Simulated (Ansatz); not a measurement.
# ClFGeH₄Si: a ladder of functionals and wavefunction methods

How much do the methods differ for ClFGeH₄Si? The plan is to run it at one geometry with functionals of several rungs and with coupled cluster, and see how far each lands from CCSD(T) at the basis-set limit for the atomisation energy.

Program: Ansatz 0.2.0, Gaussian basis. Level of theory: functionals in def2-TZVPP, the program's frozen cores in correlated methods. These are calculated values, not measurements.

Levels to be run: LDA (SPW92), PBE-D4, revPBE-D4, BLYP-D4, r2SCAN-D4, B97M-V, PBE0-D4, B3LYP-D4, r2SCANh-D4, r2SCAN0-D4, HSE06-D4, BHLYP-D4, CAM-B3LYP-D4, LC-ωPBE, ωB97X-V, ωB97M-V, B2PLYP, PBE-QIDH; CCSD(T)/def2-SVP; CCSD(T)/def2-TZVPP; MP2/def2-QZVPP; extrapolation to the limit; RPA on PBE.

## 1. The relaxed structure

The geometry comes from an earlier relaxation with PBE0-D4 in a triple-zeta def2 set; it is a stationary point, not always the lowest conformer.

8 atoms, charge 0, spin multiplicity 1.

Atoms are counted from 1 here; the program's logs count them from 0.

Bond lengths: F1–Ge2 1.748 Å, Ge2–Si3 2.389 Å, Ge2–H5 1.537 Å, Ge2–H6 1.540 Å, Si3–Cl4 2.055 Å, Si3–H7 1.485 Å, Si3–H8 1.482 Å. Angles: F1–Ge2–Si3 106.4°, F1–Ge2–H5 105.9°, F1–Ge2–H6 105.7°, Si3–Ge2–H5 113.7°, Si3–Ge2–H6 113.4°, H5–Ge2–H6 111.0°, Ge2–Si3–Cl4 109.2°, Ge2–Si3–H7 109.9°, Ge2–Si3–H8 110.7°, Cl4–Si3–H7 108.4°, Cl4–Si3–H8 108.8°, H7–Si3–H8 109.9°.

## 2. LDA

This LDA is Slater exchange with PW92 correlation.

in.yaml

```yaml
crystal:
  periodic: [false, false, false]
  atoms:
    - {symbol: F, position_ang: [-1.934116, 1.246436, 0.202887]}
    - {symbol: Ge, position_ang: [-0.195540, 1.170337, 0.040739]}
    - {symbol: Si, position_ang: [0.382167, -1.147285, 0.064483]}
    - {symbol: Cl, position_ang: [-0.258966, -2.023131, -1.680182]}
    - {symbol: H, position_ang: [0.135771, 1.877217, -1.283316]}
    - {symbol: H, position_ang: [0.368630, 1.953135, 1.240617]}
    - {symbol: H, position_ang: [1.856484, -1.298580, 0.150938]}
    - {symbol: H, position_ang: [-0.262431, -1.835230, 1.208135]}
basis:
  gaussian: {orbitals: def2-TZVPP}
hamiltonian: {xc: lda}
output: {orbitals: {seedname: orbitals}}
```

Further steps of the session: PBE-D4 (GGA); revPBE-D4 (GGA); BLYP-D4 (GGA); r2SCAN-D4 (meta-GGA); B97M-V (meta-GGA); PBE0-D4 (hybrid); B3LYP-D4 (hybrid); r2SCANh-D4 (hybrid); r2SCAN0-D4 (hybrid); HSE06-D4 (hybrid); BHLYP-D4 (hybrid); CAM-B3LYP-D4 (range-separated); LC-ωPBE (range-separated); ωB97X-V (range-separated); ωB97M-V (range-separated); B2PLYP (double hybrid); PBE-QIDH (double hybrid); CCSD(T) in def2-SVP; CCSD(T) in def2-TZVPP; MP2 in def2-QZVPP; RPA on PBE orbitals.

**Question.** What will the summary of the whole plan be? Wanted: atomisation energy, CCSD(T)/CBS; farthest beyond LDA; mean size of error, GGA; mean size of error, meta-GGA; mean size of error, hybrid; mean size of error, range-separated; mean size of error, double hybrid; gap, smallest and largest; T1 diagnostic.

The runs gave:

```
                               quantity                                                                  value
        atomisation energy, CCSD(T)/CBS                                                          2367.1 kJ/mol
 functionals within 23.7 kJ/mol (1.0 %)  PBE-D4, r2SCAN-D4, B97M-V, r2SCANh-D4, CAM-B3LYP-D4, ωB97X-V, ωB97M-V
                    farthest beyond LDA                                                BHLYP-D4 (-78.1 kJ/mol)
                mean size of error, GGA                                                            48.1 kJ/mol
           mean size of error, meta-GGA                                                            11.9 kJ/mol
             mean size of error, hybrid                                                            44.4 kJ/mol
    mean size of error, range-separated                                                            23.1 kJ/mol
      mean size of error, double hybrid                                                            46.2 kJ/mol
              gap, smallest and largest                              5.14 eV (LDA (SPW92)), 12.18 eV (LC-ωPBE)
                          T1 diagnostic                                                                 0.0115
triples share of the correlation energy                                                                  3.4 %
```

LDA overbinds by 288.8 kJ/mol (12 %). PBE-D4 is off by -20.1 kJ/mol. Double hybrids carry the basis error of their MP2 part in triple zeta, and no dispersion term here, so their miss is partly the set-up's. The rungs meta-GGA, range-separated miss on average by less than the doubt on the reference (23.7 kJ/mol), so they tie. Misses under about 23.7 kJ/mol are within the doubt on the reference itself, which lacks core-valence correlation, relativity and higher excitations, and its outer-core shells are covered unevenly. Hartree-Fock recovers 74 % of the binding; the rest is correlation. CCSD(T) in def2-SVP is off by -195.7 kJ/mol, which most functionals beat. Orbital gaps span 5.1 to 12.2 eV; exact exchange widens them. Correlated methods include outer-core shells of Ge, which these sets cover unevenly.
